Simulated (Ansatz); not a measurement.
# Ge₂P+ (singlet): from Hartree-Fock to the top rungs, cc-pVDZ

One table from this session's results is given with a row withheld; the runs are named, their logs left out.

Computed with Ansatz 0.2.0, Gaussian basis. Level: cc-pVDZ, core rule «outside noble gas», up to 33 orbitals frozen.

The runs, in order: UHF; CCSD(T) on RHF; BCCD(T) on RHF; CISD; CCSDT(Q) on RHF.

23 further runs of the same task are left out: 4 for a known fault of the program, 12 that didn't finish, 7 set aside as unsound or not needed. Runs told in other sessions of the task aren't counted.

## The geometry

The geometry is a PBE0/def2-TZVP stationary point (not a proven minimum) of the parent state, kept for this charge and spin. No spin-orbit coupling is included. The filled d shell of Ge may be among the frozen orbitals whatever the setting's name suggests.

3 atoms, charge 1, spin multiplicity 1.

Atoms are counted from 1 here; the program's logs count them from 0.

Bond lengths: Ge1–P2 2.173 Å, P2–Ge3 2.173 Å. Angles: Ge1–P2–Ge3 117.9°.

As a file:

```xyz
3

Ge    0.0000   -0.1971    1.8618
P     0.0000    0.9243    0.0000
Ge    0.0000   -0.1971   -1.8618
```

The first run:

in.yaml

```yaml
crystal:
  periodic: [false, false, false]
  atoms:
    - {symbol: Ge, position_ang: [0.000000, -0.197066, 1.861801]}
    - {symbol: P, position_ang: [0.000000, 0.924323, 0.000000]}
    - {symbol: Ge, position_ang: [0.000000, -0.197066, -1.861801]}
basis:
  gaussian: {orbitals: cc-pVDZ}
total_charge: 1
magnetization: {spin_polarized: true, initial_magnetization: 0}
hamiltonian: {xc: hf}
output: {orbitals: {seedname: orbitals}}
```

On the command line:

```
> ansatz run in.yaml --threads 1 --pin off --events-out ev --progress --plain --max-ram 2393MiB
```

Steps of the session up to this table: UHF; CCSD(T) on RHF; BCCD(T) on RHF; CISD; CCSDT(Q) on RHF.

One of the session's tables, all rows but one given; the rest of the session is left out.

It belongs to the step «Misses and costs». 

```
   method  from RCCSDT(Q) (meV)
      RHF               +7937.2
     RMP2                     ?
     CISD               +1478.6
    RCCSD                +593.1
 RCCSD(T)                +102.3
  BCCD(T)                 +93.0
   RCCSDT                 +63.8
RCCSDT(Q)                     0
```

Q: Estimate the row for RMP2 from the others.

The run gave: from RCCSDT(Q) (meV): +1357.6. In the column «from RCCSDT(Q) (meV)» it lies between RCCSD (+593.1) and CISD (+1478.6).
